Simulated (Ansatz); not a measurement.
## C2H6O2Si, SMILES OC=C[SiH2]O: a single point in a Gaussian basis

Computed with Ansatz's Python interface.

`c2h6o2si.xyz`
```text
11

O    -0.65000    1.57350    1.98350
C    -0.06880    0.70700    1.16970
C    -0.66100    0.12970    0.09400
Si    0.26850   -1.08060   -0.98970
O     1.80660   -0.75310   -1.19330
H    -1.60850    1.75700    1.64870
H     0.97450    0.53410    1.52280
H    -1.60910    0.36730   -0.18790
H    -0.44080   -1.02080   -2.27680
H     0.05100   -2.45360   -0.40860
H     2.00300    0.18240   -1.34170
```

The script, `energy_c2h6o2si.py`:
```python
from pathlib import Path
import logging
import sys

import ansatz as az

logging.basicConfig(stream=sys.stdout, format="%(levelname)s:%(name)s:%(message)s")
logger = logging.getLogger("c2h6o2si")
logger.setLevel(logging.INFO)


def main() -> None:
    geometry = az.Crystal.molecule_from_extxyz("c2h6o2si.xyz")

    calc = (
        geometry.calculation()
        .basis(gaussian="cc-pVDZ")
        .functional("R2SCAN0")
        .orbitals()
    )
    done = calc.run(threads=1, runs_dir="c2h6o2si_runs")
    summary = done.report

    logger.info(f"E = {summary['free_energy_ev']:.6f} eV = {summary['free_energy_ev'] / 27.211386246:.7f} Ha")
    print("converged:", summary["converged"], " doubts:", summary["published_state_doubts"] or "none")

    field = summary["mean_field"]
    print("<S^2> =", round(abs(field["state"]["spin_squared"]), 4), " all-electron relativity setting:", field["relativity"])
    print("passes:", field["passes"])
    if "symmetry" in field:
        print("occupied orbitals by irrep:", field["symmetry"]["occupied"])

    lines = Path(summary["orbitals_path"]).read_text().splitlines()
    field_of = lambda key: [line.split("=")[1].strip() for line in lines if line.startswith(key)]
    orbitals = [(27.211386 * float(e), s, float(n)) for e, s, n in zip(field_of("Ene="), field_of("Spin="), field_of("Occup="))]
    homo = max(e for e, _, n in orbitals if n > 0.5)
    lumo = min(e for e, _, n in orbitals if n < 0.5)
    for e, spin, n in sorted(orbitals):
        if homo - 15 < e < lumo + 5:
            logger.info(f"{spin:6s} {e:10.3f} eV  occupation {n:.0f}")


if __name__ == "__main__":
    main()
```

Running `python energy_c2h6o2si.py` prints:
```text
INFO:c2h6o2si:E = -14138.595270 eV = -519.5837927 Ha
converged: True  doubts: none
<S^2> = 0.0  all-electron relativity setting: none
passes: {'evaluations': 15, 'products': 12}
occupied orbitals by irrep: [{'A': 24}, {'A': 24}]
INFO:c2h6o2si:Alpha     -21.560 eV  occupation 2
INFO:c2h6o2si:Alpha     -18.072 eV  occupation 2
INFO:c2h6o2si:Alpha     -16.092 eV  occupation 2
INFO:c2h6o2si:Alpha     -14.515 eV  occupation 2
INFO:c2h6o2si:Alpha     -14.034 eV  occupation 2
INFO:c2h6o2si:Alpha     -12.486 eV  occupation 2
INFO:c2h6o2si:Alpha     -11.858 eV  occupation 2
INFO:c2h6o2si:Alpha     -11.102 eV  occupation 2
INFO:c2h6o2si:Alpha     -10.977 eV  occupation 2
INFO:c2h6o2si:Alpha     -10.667 eV  occupation 2
INFO:c2h6o2si:Alpha      -8.977 eV  occupation 2
INFO:c2h6o2si:Alpha      -8.506 eV  occupation 2
INFO:c2h6o2si:Alpha      -6.801 eV  occupation 2
INFO:c2h6o2si:Alpha       0.394 eV  occupation 0
INFO:c2h6o2si:Alpha       1.657 eV  occupation 0
INFO:c2h6o2si:Alpha       1.664 eV  occupation 0
INFO:c2h6o2si:Alpha       2.842 eV  occupation 0
INFO:c2h6o2si:Alpha       3.303 eV  occupation 0
INFO:c2h6o2si:Alpha       3.545 eV  occupation 0
INFO:c2h6o2si:Alpha       3.956 eV  occupation 0
INFO:c2h6o2si:Alpha       4.638 eV  occupation 0
INFO:c2h6o2si:Alpha       5.256 eV  occupation 0
```

What to keep in mind:
- Total energies depend on the basis set; only differences at equal settings carry meaning.
- The geometry is a force-field or estimated start, not a minimum of this method, and the basis set is short of its limit.
- Alpha marks a spatial orbital of a restricted run, filled by both spins.
- Levels such as HOMO and LUMO are orbital energies: with these approximate functionals they aren't the ionisation energy and electron affinity, and their gap isn't the fundamental gap.
- The whole script took 7.2 s on 1 thread of Arm Neoverse V1 (shared host), peak memory 0.31 GiB.
